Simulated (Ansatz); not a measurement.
# Cl3H2NZr: one species, many methods

One table from this session's results is given with a row withheld; the runs are named, their logs left out.

Computed with Ansatz 0.2.0, Gaussian basis. Level: functionals in def2-TZVPP, the program's frozen cores in correlated methods.

Plan: LDA (SPW92), PBE-D4, revPBE-D4, BLYP-D4, r2SCAN-D4, B97M-V, PBE0-D4, B3LYP-D4, r2SCANh-D4, r2SCAN0-D4, HSE06-D4, BHLYP-D4, CAM-B3LYP-D4, LC-ωPBE, ωB97X-V, ωB97M-V, B2PLYP, PBE-QIDH; CCSD(T)/def2-SVP; CCSD(T)/def2-TZVPP; MP2/def2-QZVPP; extrapolation to the limit; RPA on PBE.

**Structure used throughout**

The geometry comes from an earlier relaxation with PBE0-D4 in a triple-zeta def2 set; it is a stationary point, not always the lowest conformer. Zr takes the def2 core potential; no spin-orbit term is included.

7 atoms, charge 0, spin multiplicity 1.

Atoms are counted from 1 here; the program's logs count them from 0.

Bond lengths: N1–Zr2 1.991 Å, N1–H6 1.012 Å, N1–H7 1.012 Å, Zr2–Cl3 2.336 Å, Zr2–Cl4 2.336 Å, Zr2–Cl5 2.343 Å. Angles: Zr2–N1–H6 125.3°, Zr2–N1–H7 125.3°, H6–N1–H7 109.4°, N1–Zr2–Cl3 107.1°, N1–Zr2–Cl4 107.2°, N1–Zr2–Cl5 108.7°, Cl3–Zr2–Cl4 114.6°, Cl3–Zr2–Cl5 109.6°, Cl4–Zr2–Cl5 109.5°.

Coordinates:

```
N    -0.5275    0.7412    0.8934
Zr    0.2883   -0.4387   -0.4877
Cl    1.9415   -1.7008    0.5754
Cl   -1.4412   -1.6951   -1.4296
Cl    1.2672    0.9040   -2.1403
H    -1.4726    1.1024    0.8696
H    -0.0556    1.0869    1.7193
```

Set-up of the first run:

Contents of in.yaml:

```yaml
crystal:
  periodic: [false, false, false]
  atoms:
    - {symbol: N, position_ang: [-0.527491, 0.741236, 0.893396]}
    - {symbol: Zr, position_ang: [0.288270, -0.438662, -0.487702]}
    - {symbol: Cl, position_ang: [1.941482, -1.700817, 0.575353]}
    - {symbol: Cl, position_ang: [-1.441242, -1.695072, -1.429604]}
    - {symbol: Cl, position_ang: [1.267167, 0.903993, -2.140257]}
    - {symbol: H, position_ang: [-1.472583, 1.102426, 0.869559]}
    - {symbol: H, position_ang: [-0.055593, 1.086895, 1.719265]}
basis:
  gaussian: {orbitals: def2-TZVPP}
hamiltonian: {xc: lda}
output: {orbitals: {seedname: orbitals}}
```

Started as:

```console
$ ansatz run in.yaml --threads 4 --pin off --events-out ev --progress --plain --max-ram 10444MiB
```

Among the steps run: LDA; PBE-D4 (GGA); revPBE-D4 (GGA); BLYP-D4 (GGA); r2SCAN-D4 (meta-GGA); B97M-V (meta-GGA); PBE0-D4 (hybrid); B3LYP-D4 (hybrid); r2SCANh-D4 (hybrid); r2SCAN0-D4 (hybrid); HSE06-D4 (hybrid); BHLYP-D4 (hybrid); CAM-B3LYP-D4 (range-separated); LC-ωPBE (range-separated); ωB97X-V (range-separated); ωB97M-V (range-separated); B2PLYP (double hybrid); PBE-QIDH (double hybrid).

One of the session's tables, all rows but one given; the rest of the session is left out.

It belongs to the step «Orbital energies across the functionals». 

```
  functional  HOMO (eV)  LUMO (eV)  gap (eV)
 LDA (SPW92)      -7.20      -3.21      3.99
      PBE-D4      -7.01      -2.98      4.03
   revPBE-D4      -6.95      -2.90      4.05
     BLYP-D4      -6.86      -2.84      4.02
   r2SCAN-D4      -7.34      -2.83      4.50
      B97M-V      -7.38      -2.77      4.61
     PBE0-D4      -8.40      -2.15      6.25
    B3LYP-D4      -8.14      -2.35      5.79
  r2SCANh-D4      -7.85      -2.52      5.33
  r2SCAN0-D4      -8.63      -2.05      6.58
    HSE06-D4      -8.00      -2.53      5.47
    BHLYP-D4      -9.66      -1.13      8.53
CAM-B3LYP-D4      -9.80      -1.03      8.76
     LC-ωPBE     -11.24       0.10     11.34
     ωB97X-V          ?          ?         ?
     ωB97M-V     -10.70      -0.02     10.68
```

Q: Estimate the row for ωB97X-V from the others.

**Answer.** HOMO (eV): -10.83; LUMO (eV): 0.03; gap (eV): 10.86. In the column «HOMO (eV)» it lies between LC-ωPBE (-11.24) and ωB97M-V (-10.70).
